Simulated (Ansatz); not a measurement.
# InW2: the cost of one run

Method: DFT r2SCAN, scalar-relativistic, plane waves, PAW, in Ansatz 0.2.0.

## (1) The starting structure

Symmetry: P6/mmm, No. 191, hexagonal system. The conventional cell has a = 3.835 Å, b = 3.835 Å, c = 4.141 Å, α = 90.00°, β = 90.00°, γ = 120.00°. In (site symmetry 6/mmm) is surrounded by 12 W at 3.03 Å. Around W (site symmetry -6m2) lie 3 W at 2.21 Å.

As a file:

```cif
data_structure
_symmetry_space_group_name_H-M 'P 1'
_symmetry_Int_Tables_number 1
_cell_length_a 3.8350
_cell_length_b 3.8350
_cell_length_c 4.1408
_cell_angle_alpha 90.000
_cell_angle_beta 90.000
_cell_angle_gamma 120.000
_cell_volume 52.74
loop_
_atom_site_label
_atom_site_type_symbol
_atom_site_fract_x
_atom_site_fract_y
_atom_site_fract_z
_atom_site_occupancy
In1 In 0.00000 0.00000 0.00000 1
W1 W 0.33333 0.66667 0.50000 1
W2 W 0.66667 0.33333 0.50000 1
```

(A quick probe on a coarse mesh, which set the mesh and smearing, is not shown.)

## (3) A loose first relaxation

input.yaml reads:

```yaml
crystal:
  lattice:
    - [3.8350206006, 0.0, 0.0]
    - [-1.9175103003, 3.3212252642, 0.0]
    - [0.0, 0.0, 4.1408029741]
  atoms:
    - { symbol: In, position: [0.0, 0.0, 0.0] }
    - { symbol: W, position: [0.3333333333, 0.6666666667, 0.5] }
    - { symbol: W, position: [0.6666666667, 0.3333333333, 0.5] }
basis:
  ecutwfc: 500
kpoints:
  mp_grid: { grid: [6, 6, 4] }
hamiltonian:
  xc: r2scan
scf:
  occupations: { method: gaussian, width: 0.1 }
  lower_state_search: "off"
output:
  forces: true
  stress: true
  eigenvalues: true
relax:
  adjacent_minimum: "off"
  f_tol: 0.04
  max_steps: 70
  cell: { stress_tol: 0.4 }
```

Run with:

```bash
$ ansatz run input.yaml --threads 1 --pin off --max-ram 2560MiB --backend cpu --events-out ev --progress --plain --runs-dir out
```

What time and memory should one allow on 1 thread of Intel Xeon 6975P-C (Granite Rapids), shared host?

About 38 s, with a peak of 0.55 GiB.
